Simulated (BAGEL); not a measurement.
# TiHCl3O (SMILES Cl[Ti](Cl)(Cl)O), step by step

Aim: a single-point energy (HF/def2-SV(P)), then a single-point energy (NEVPT2(2,2)/def2-SV(P)) of TiHCl3O. 

The calculation is run with BAGEL 1.2.2.

## (1) The system as given

TiHCl3O has 6 atoms, charge 0, and is taken as a singlet. SMILES: `Cl[Ti](Cl)(Cl)O`. One bond was lengthened or shortened from a relaxed shape.

Bond lengths: Cl1–Ti2 2.179 Å, Ti2–Cl3 2.179 Å, Ti2–Cl4 2.180 Å, Ti2–O5 1.745 Å, O5–H6 0.814 Å. Angles: Cl1–Ti2–Cl3 108.5°, Cl1–Ti2–Cl4 110.3°, Cl1–Ti2–O5 109.1°, Cl3–Ti2–Cl4 110.3°, Cl3–Ti2–O5 109.1°, Cl4–Ti2–O5 109.5°, Ti2–O5–H6 146.9°.

## (2) The energy at HF/def2-SV(P) (density fitting with svp-jkfit) (run 1)

File job.json:

```json
{ "bagel" : [

{
  "title" : "molecule",
  "basis" : "def2-sv_p_.json",
  "df_basis" : "svp-jkfit",
  "angstrom" : false,
  "geometry" : [
    { "atom" : "Cl", "xyz" : [ -3.00454738, -1.35312516,  2.71539093 ] },
    { "atom" : "Ti", "xyz" : [ -0.07798522, -0.43876228, -0.03317792 ] },
    { "atom" : "Cl", "xyz" : [  3.39514243, -2.35776026,  1.06617025 ] },
    { "atom" : "Cl", "xyz" : [ -1.23604718, -1.63165190, -3.80180204 ] },
    { "atom" : "O", "xyz" : [  0.43690846,  2.81782165, -0.02138603 ] },
    { "atom" : "H", "xyz" : [  0.85801125,  4.05276334,  0.79404402 ] }
  ]
},
{
  "title" : "hf"
},
{
  "title" : "print",
  "file" : "orbitals.molden",
  "orbitals" : true
}

]}
```

The basis set def2-SV(P) is read from a file made from the Basis Set Exchange's data (not shown).

Run with:

```sh
$ BAGEL_NUM_THREADS=1 BAGEL job.json > job.out
```

Output:

```text
* using 1 threads per process

  ===============================================================
  ===============================================================

  *** Geometry ***

  { "atom" : "Cl", "xyz" : [     -3.004547,     -1.353125,      2.715391 ] },
  { "atom" : "Ti", "xyz" : [     -0.077985,     -0.438762,     -0.033178 ] },
  { "atom" : "Cl", "xyz" : [      3.395142,     -2.357760,      1.066170 ] },
  { "atom" : "Cl", "xyz" : [     -1.236047,     -1.631652,     -3.801802 ] },
  { "atom" : "O", "xyz" : [      0.436908,      2.817822,     -0.021386 ] },
  { "atom" : "H", "xyz" : [      0.858011,      4.052763,      0.794044 ] },

  Number of auxiliary basis functions:      743

  Since a DF basis is specified, we compute 2- and 3-index integrals:
    o Being stored without compression. Storage requirement is 0.053 GB

  Number of basis functions:       94
  Number of electrons      :       82

    * METHOD: MOLECULE                             0.90

  *** RHF ***

  === Nuclear Repulsion ===
   538.9458945799

      * DIIS with orbital gradients will be used.

  === RHF iteration (def2-sv_p_.json) ===
      0      -2301.47556320          0.02076611           0.39
      1      -2300.42100510          0.05456861           0.34
      2      -2301.90198517          0.00434692           0.30
      3      -2301.91469773          0.00107545           0.28
      4      -2301.91585771          0.00036376           0.27
      5      -2301.91604568          0.00011143           0.28
      6      -2301.91608570          0.00003762           0.27
      7      -2301.91609071          0.00001309           0.27
      8      -2301.91609128          0.00000297           0.27
      9      -2301.91609130          0.00000145           0.27
     10      -2301.91609130          0.00000061           0.27
     11      -2301.91609130          0.00000021           0.28
     12      -2301.91609130          0.00000011           0.27
     13      -2301.91609131          0.00000005           0.27
     14      -2301.91609130          0.00000002           0.27
     15      -2301.91609131          0.00000001           0.27
     16      -2301.91609130          0.00000000           0.27
    * SCF iteration converged.

    * Permanent dipole moment:
           (   -0.223303,    -0.813966,    -0.339576) a.u.

    * METHOD: HF                                   5.49

    * METHOD: PRINT                                0.02

  ===============================================================
```

It took 6.9 s on 1 thread of Intel Xeon Platinum 8259CL at 2.50GHz (Skylake/Cascade Lake), shared host; peak memory 0.23 GiB.

## (3) The energy at NEVPT2(2,2)/def2-SV(P) (density fitting with svp-jkfit) (run 2)

File input.json:

```json
{ "bagel" : [

{
  "title" : "molecule",
  "basis" : "def2-sv_p_.json",
  "df_basis" : "svp-jkfit",
  "geometry" : [
    { "atom" : "Cl", "xyz" : [ -3.00454738, -1.35312516,  2.71539093 ] },
    { "atom" : "Ti", "xyz" : [ -0.07798522, -0.43876228, -0.03317792 ] },
    { "atom" : "Cl", "xyz" : [  3.39514243, -2.35776026,  1.06617025 ] },
    { "atom" : "Cl", "xyz" : [ -1.23604718, -1.63165190, -3.80180204 ] },
    { "atom" : "O", "xyz" : [  0.43690846,  2.81782165, -0.02138603 ] },
    { "atom" : "H", "xyz" : [  0.85801125,  4.05276334,  0.79404402 ] }
  ]
},
{ "title" : "hf" },
{ "title" : "casscf", "nstate" : 1, "nact" : 2, "nclosed" : 40, "active" : [26, 48], "maxiter" : 200, "natocc" : true },
{ "title" : "nevpt2", "nstate" : 1, "nact" : 2, "nclosed" : 40, "active" : [26, 48], "maxiter" : 200, "natocc" : true, "ncore" : 21 },
{ "title" : "print", "file" : "orbitals.molden", "orbitals" : true }

]}
```

The basis set def2-SV(P) is read from a file made from the Basis Set Exchange's data (not shown).

Run with:

```sh
$ BAGEL_NUM_THREADS=1 BAGEL input.json > input.out
```

Output:

```text
* using 1 threads per process

  ===============================================================
  ===============================================================

  *** Geometry ***

  { "atom" : "Cl", "xyz" : [     -3.004547,     -1.353125,      2.715391 ] },
  { "atom" : "Ti", "xyz" : [     -0.077985,     -0.438762,     -0.033178 ] },
  { "atom" : "Cl", "xyz" : [      3.395142,     -2.357760,      1.066170 ] },
  { "atom" : "Cl", "xyz" : [     -1.236047,     -1.631652,     -3.801802 ] },
  { "atom" : "O", "xyz" : [      0.436908,      2.817822,     -0.021386 ] },
  { "atom" : "H", "xyz" : [      0.858011,      4.052763,      0.794044 ] },

  Number of auxiliary basis functions:      743

  Since a DF basis is specified, we compute 2- and 3-index integrals:
    o Being stored without compression. Storage requirement is 0.053 GB

  Number of basis functions:       94
  Number of electrons      :       82

    * METHOD: MOLECULE                             0.93

  *** RHF ***

  === Nuclear Repulsion ===
   538.9458945799

      * DIIS with orbital gradients will be used.

  === RHF iteration (def2-sv_p_.json) ===
      0      -2301.47556320          0.02076611           0.28
      1      -2300.42100510          0.05456861           0.27
      2      -2301.90198517          0.00434692           0.29
      3      -2301.91469773          0.00107545           0.27
      4      -2301.91585771          0.00036376           0.27
      5      -2301.91604568          0.00011143           0.27
      6      -2301.91608570          0.00003762           0.27
      7      -2301.91609071          0.00001309           0.26
      8      -2301.91609128          0.00000297           0.26
      9      -2301.91609130          0.00000145           0.27
     10      -2301.91609130          0.00000061           0.26
     11      -2301.91609130          0.00000021           0.28
     12      -2301.91609130          0.00000011           0.27
     13      -2301.91609131          0.00000005           0.27
     14      -2301.91609130          0.00000002           0.27
     15      -2301.91609131          0.00000001           0.27
     16      -2301.91609130          0.00000000           0.27
    * SCF iteration converged.

    * Permanent dipole moment:
           (   -0.223303,    -0.813966,    -0.339576) a.u.

    * METHOD: HF                                   5.19

  ---------------------------
      CASSCF calculation
  ---------------------------

    ==== Active orbitals : =====
         Orbital 26
         Orbital 48
    ============================

    * nstate   :      1
    * nclosed  :     40
    * nact     :      2
    * nvirt    :     52
  === CASSCF iteration (def2-sv_p_.json) ===

    * Using the second-order algorithm

      0  0     -2301.91629390     4.33e-05      0.06

      1  0     -2301.92509555     4.89e-04      1.34

      2  0     -2301.93099069     3.30e-04      1.53

      3  0     -2301.93168254     4.84e-05      1.58

      4  0     -2301.93168804     1.01e-05      1.57

      5  0     -2301.93168808     2.64e-06      1.65

      6  0     -2301.93168809     6.70e-07      1.66

      7  0     -2301.93168809     1.67e-07      1.70

      8  0     -2301.93168809     4.14e-08      1.52

      9  0     -2301.93168809     1.02e-08      1.30

     10  0     -2301.93168809     2.53e-09      1.18

    * Second-order optimization converged. *

     guess   0:   closed 1.                   open ..

  === FCI iteration ===

      0  0     -2301.91600081     1.06e-01      0.00
      1  0     -2301.93167339     2.44e-03      0.00
      2  0 *   -2301.93168809     3.74e-16      0.00

     * ci vector, state   0, <S^2> = 0.0000
       2.     0.9972935968
       .2    -0.0735219816

    * METHOD: CASSCF                              15.70

    * freezing 21 orbitals

  === DF-NEVPT2 calculation ===

    * 3-index integral transformation done
    * assembly done

      NEVPT2 correlation energy:   -0.8387063806      0.33

          (+0)     -0.7654148378
          (+0)'    -0.0342463735
          (+1)     -0.0033970957
          (+1)'    -0.0000000000
          (+2)     -0.0002664035
          (-1)     -0.0300977886
          (-1)'     0.0000000000
          (-2)     -0.0052838815

      NEVPT2 total energy:       -2302.7703944670

    * METHOD: NEVPT2                               0.78

    * METHOD: PRINT                                0.02

  ===============================================================
```

It took 23 s on 1 thread of Intel Xeon Platinum 8259CL at 2.50GHz (Skylake/Cascade Lake), shared host; peak memory 0.25 GiB.

## (4) What came out

```
                                   quantity           value
         run 1, HF/def2-SV(P): total energy  -2301.91609 Eh
        run 1, HF/def2-SV(P): dipole moment          2.31 D
          run 1, HF/def2-SV(P): HOMO energy       -12.48 eV
          run 1, HF/def2-SV(P): LUMO energy         0.15 eV
        run 1, HF/def2-SV(P): HOMO–LUMO gap        12.63 eV
run 2, NEVPT2(2,2)/def2-SV(P): total energy  -2302.77039 Eh
```
